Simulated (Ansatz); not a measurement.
# C: the cost of one run

Program: Ansatz 0.2.0. Level of theory: DFT LDA, scalar-relativistic, plane waves, PAW. These are calculated values, not measurements.

A COD entry behind a cell of this session may itself be a prediction, so a difference from it is no test against experiment.

35 further runs of the same task are left out: 1 that didn't finish, 34 set aside as unsound or not needed. Runs told in other sessions of the task aren't counted.

## Step 1: The starting structure

It takes space group P6_3/mmc (No. 194, hexagonal). The conventional cell has a = 2.490 Å, b = 2.490 Å, c = 8.214 Å, α = 90.00°, β = 90.00°, γ = 120.00°. C (site symmetry 3m) is surrounded by 4 C at 1.53 Å. C (site symmetry 3m) is surrounded by 4 C at 1.53 to 1.55 Å.

Coordinates:

```xyz
8
Lattice="2.4896 0.0000 0.0000 -1.2448 2.1561 0.0000 0.0000 0.0000 8.2143" Properties=species:S:1:pos:R:3 pbc="T T T"
C     0.0000    0.0000    0.7634
C     0.0000    0.0000    4.8705
C     0.0000    0.0000    3.3437
C     0.0000    0.0000    7.4509
C     0.0000    1.4374    1.2777
C     1.2448    0.7187    5.3848
C     0.0000    1.4374    2.8295
C     1.2448    0.7187    6.9366
```

It is the result of an earlier relaxation at this level (volume 5.51 Å³/atom; gap on the mesh: 4.60 eV).

## Step 2: The scan

The energy is mapped over a normal mode and a strain (zone-centre modes of the cell shown) (x along [1 0 0], y along [1 2 0], z along [0 0 1] of the conventional cell).

- amplitude of mode 21 (1311 cm⁻¹), largest displacement in the unstrained cell: 11 values from −0.060 to 0.060 Å
- strain +e along z and -e/2 along x and y: 7 values from −7.00 to 7.00 %

Nothing else is relaxed (the pattern is fixed in fractional coordinates). Energies count from the relaxed high-symmetry cell. Points are written as (first, second).

The modes come from a phonon run on the reference cell, made beforehand.

Displacement patterns for an amplitude of 1 (Å):

| atom | x1 | y1 | z1 |
| --- | --- | --- | --- |
| C1 | 0.000 | 0.000 | 1.000 |
| C2 | 0.000 | 0.000 | 1.000 |
| C3 | 0.000 | 0.000 | -1.000 |
| C4 | 0.000 | 0.000 | -1.000 |
| C5 | 0.000 | 0.000 | -0.777 |
| C6 | 0.000 | 0.000 | -0.777 |
| C7 | 0.000 | 0.000 | 0.777 |
| C8 | 0.000 | 0.000 | 0.777 |

## Step 3: Point (−0.036 Å, −7.00 %)

The input, input.yaml:

```yaml
crystal:
  lattice:
    - [2.5767618147, 0.0, 0.0]
    - [-1.2883809073, 2.231541191, 0.0]
    - [0.0, 0.0, 7.6392674604]
  atoms:
    - { symbol: C, position: [0.0, 0.0, 0.0885539126] }
    - { symbol: C, position: [0.0, 0.0, 0.5885539126] }
    - { symbol: C, position: [0.0, 0.0, 0.4114460874] }
    - { symbol: C, position: [0.0, 0.0, 0.9114460874] }
    - { symbol: C, position: [0.3333333333, 0.6666666667, 0.1589518456] }
    - { symbol: C, position: [0.6666666667, 0.3333333333, 0.6589518456] }
    - { symbol: C, position: [0.3333333333, 0.6666666667, 0.3410481544] }
    - { symbol: C, position: [0.6666666667, 0.3333333333, 0.8410481544] }
basis:
  ecutwfc: 520.0
kpoints:
  mp_grid: { grid: [12, 12, 4] }
hamiltonian:
  xc: lda
  pseudopotentials: { kind: paw, azcp: { folder: soft_1 } }
scf:
  occupations: { method: gaussian, width: 0.05 }
output:
  forces: true
  stress: true
  eigenvalues: true
```

Started as:

```sh
> ansatz run input.yaml --threads 2 --pin off --max-ram 4096MiB --backend cpu --events-out ev --progress --plain --runs-dir out
```

**Question.** How long does this run take on 2 threads of Arm Neoverse N1, shared host, and how much memory does it need?

About 4.6 s, with a peak of 0.32 GiB.
